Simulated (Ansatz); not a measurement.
# CH2BNTe: the cost of one run

Computed with the Python package of Ansatz 0.2.0. Level of theory: Hartree-Fock/def2-SVP.

### Step 1. The system

Bond lengths: B1–N2 1.469 Å, N2–C3 1.307 Å, B1–Te4 2.014 Å, C3–Te4 2.007 Å, B1–H5 1.241 Å, C3–H6 1.101 Å. Angles: B1–N2–C3 97.6°, N2–B1–Te4 91.4°, N2–B1–H5 134.1°, Te4–B1–H5 130.2°, N2–C3–Te4 96.9°, N2–C3–H6 129.2°, Te4–C3–H6 129.7°, B1–Te4–C3 62.7°.

No structure file is read: the coordinates are typed or built in the script.

### Step 2. Script

Input file freq_ch2bnte.py:

```python
# -*- coding: utf-8 -*-
'''Harmonic frequencies of CH2BNTe at its relaxed geometry.'''

import argparse

import ansatz as az
from ase import Atoms
from ase.thermochemistry import IdealGasThermo
import numpy as np

parser = argparse.ArgumentParser(description='Harmonic frequencies of CH2BNTe at its relaxed geometry.')
parser.add_argument('--basis', required=True, help='Gaussian basis set')
parser.add_argument('--xc', required=True, help='exchange-correlation functional')
args = parser.parse_args()


def main():
    geometry = (
        az.Crystal.molecule()
        .atom('B', (-0.4208, 0.7941, -0.5292))
        .atom('N', (0.9038, 0.3237, -0.1041))
        .atom('C', (0.5007, -0.6311, 0.6927))
        .atom('Te', (-1.2114, -1.0402, -0.2708))
        .atom('H', (-0.8189, 1.7492, -1.2142))
        .atom('H', (1.0886, -1.2598, 1.3794))
    )

    setup = (
        geometry.calculation()
        .basis(gaussian=args.basis)
        .functional(args.xc)
    )
    symbols = [site.symbol for site in geometry.cartesian_sites]
    start = np.array([site.position_ang for site in geometry.cartesian_sites], dtype=float)
    r = setup.relax(force_tolerance=0.003).run().report
    end = np.array(r['positions_ang'])

    print('final positions (A) and the move of each atom')
    for symbol, xyz, old in zip(symbols, end, start):
        print(f'{symbol:2s} {xyz[0]:10.5f} {xyz[1]:10.5f} {xyz[2]:10.5f}   {np.linalg.norm(xyz - old):7.4f}')

    # same settings at the minimum
    minimum = az.Crystal.molecule()
    for symbol, place in zip(symbols, end):
        minimum = minimum.atom(symbol, place.tolist())
    vibrating = minimum.calculation()
    vibrating = vibrating.basis(gaussian=args.basis).functional(args.xc)
    vibrating = vibrating.phonons(temperatures=(200, 600, 100))
    vib = vibrating.run().report['vibrations']
    sums = vib['harmonic_sums']
    modes = [m['omega_inv_cm'] for m in sums['modes_at_gamma'] if m['rigid_motion'] == 'no']
    print('frequencies (1/cm):', ' '.join(f'{w:.0f}' for w in modes))
    print('imaginary modes:', sum(w < 0 for w in modes), ' zero-point energy:', round(sums['zero_point_energy_ev'], 4), 'eV')
    # rigid rotor and ideal gas, symmetry number taken as one
    gas = IdealGasThermo(vib_energies=[w / 8065.544 for w in modes if w > 0], geometry='linear' if len(modes) == 3 * len(symbols) - 5 else 'nonlinear',
                         atoms=Atoms(symbols, positions=end), symmetrynumber=1, spin=0.0)
    print(f'H(298 K) - E = {gas.get_enthalpy(298.15, verbose=False):.4f} eV')
    print(f'S(298 K, 1 bar) = {96485.33 * gas.get_entropy(298.15, 1e5, verbose=False):.1f} J/(mol K) with symmetry number 1')


if __name__ == '__main__':
    main()
```

### Step 3. The input behind the calls

The package turns the script's settings into the engine's input (first run):

```yaml
crystal:
  periodic: [false, false, false]
  atoms:
    - { symbol: B, position_ang: [-0.4208, 0.7941, -0.5292] }
    - { symbol: "N", position_ang: [0.9038, 0.3237, -0.1041] }
    - { symbol: C, position_ang: [0.5007, -0.6311, 0.6927] }
    - { symbol: Te, position_ang: [-1.2114, -1.0402, -0.2708] }
    - { symbol: H, position_ang: [-0.8189, 1.7492, -1.2142] }
    - { symbol: H, position_ang: [1.0886, -1.2598, 1.3794] }
basis:
  gaussian:
    orbitals: def2-SVP
hamiltonian:
  xc: hf
relax:
  f_tol: 0.003
```

### Step 4. The run

Run with:

```
$ python freq_ch2bnte.py --basis def2-SVP --xc hf
```

Q: Estimate wall time and peak memory on 1 thread of AMD EPYC 9B14 (Zen 4), shared host.

About 58 s, with a peak of 0.29 GiB.
